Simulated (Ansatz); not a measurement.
# La2SiF2: the cost of one run

Computed with Ansatz 0.2.0 (DFT PBE, scalar-relativistic, plane waves, PAW, unless a step's input says otherwise).

**1. The structure to begin with**

The structure is hexagonal, space group P6/mmm (No. 191). Conventional cell: a = 5.130 Å, b = 5.130 Å, c = 5.256 Å, α = 90.00°, β = 90.00°, γ = 120.00°. La (site symmetry -6m2) has 2 F at 2.63 Å and 3 La at 2.96 Å as nearest neighbours. Around Si (site symmetry 6/mmm) lie 6 F at 2.96 Å. F (site symmetry -6m2) has 2 La at 2.63 Å as nearest neighbours.

Structure file:

```cif
data_structure
_symmetry_space_group_name_H-M 'P6/mmm'
_symmetry_Int_Tables_number 191
_cell_length_a 5.1304
_cell_length_b 5.1304
_cell_length_c 5.2562
_cell_angle_alpha 90.000
_cell_angle_beta 90.000
_cell_angle_gamma 120.000
_cell_volume 119.81
loop_
_atom_site_label
_atom_site_type_symbol
_atom_site_symmetry_multiplicity
_atom_site_Wyckoff_symbol
_atom_site_fract_x
_atom_site_fract_y
_atom_site_fract_z
_atom_site_occupancy
La1 La 2 c 0.33333 0.66667 0.00000 1
Si1 Si 1 b 0.00000 0.00000 0.50000 1
F1 F 2 d 0.33333 0.66667 0.50000 1
```

Recipe of the guess: random cell by space group and Wyckoff sites (P6/mmm, No. 191). The dimensions are guesses.

**2. The guess as it stands, on a coarse mesh**

The input, input.yaml:

```yaml
crystal:
  lattice:
    - [5.13038964, 0.0, 0.0]
    - [-2.56519482, 4.44304776, 0.0]
    - [0.0, 0.0, 5.25615975]
  atoms:
    - { symbol: La, position: [0.33333333, 0.66666667, 0.0] }
    - { symbol: La, position: [0.66666667, 0.33333333, 0.0] }
    - { symbol: Si, position: [0.0, 0.0, 0.5] }
    - { symbol: F, position: [0.33333333, 0.66666667, 0.5] }
    - { symbol: F, position: [0.66666667, 0.33333333, 0.5] }
basis:
  ecutwfc: 420
kpoints:
  mp_grid: { grid: [6, 6, 4] }
hamiltonian:
  xc: pbe
scf:
  occupations: { method: gaussian, width: 0.1 }
  lower_state_search: "off"
output:
  forces: true
  stress: true
  eigenvalues: true
```

Command:

```bash
$ ansatz run input.yaml --threads 1 --pin off --max-ram 2560MiB --backend cpu --events-out ev --progress --plain --runs-dir out
```

Q: Estimate wall time and peak memory on 1 thread of Arm Neoverse V2, shared host.

About 4.3 s, with a peak of 0.38 GiB.
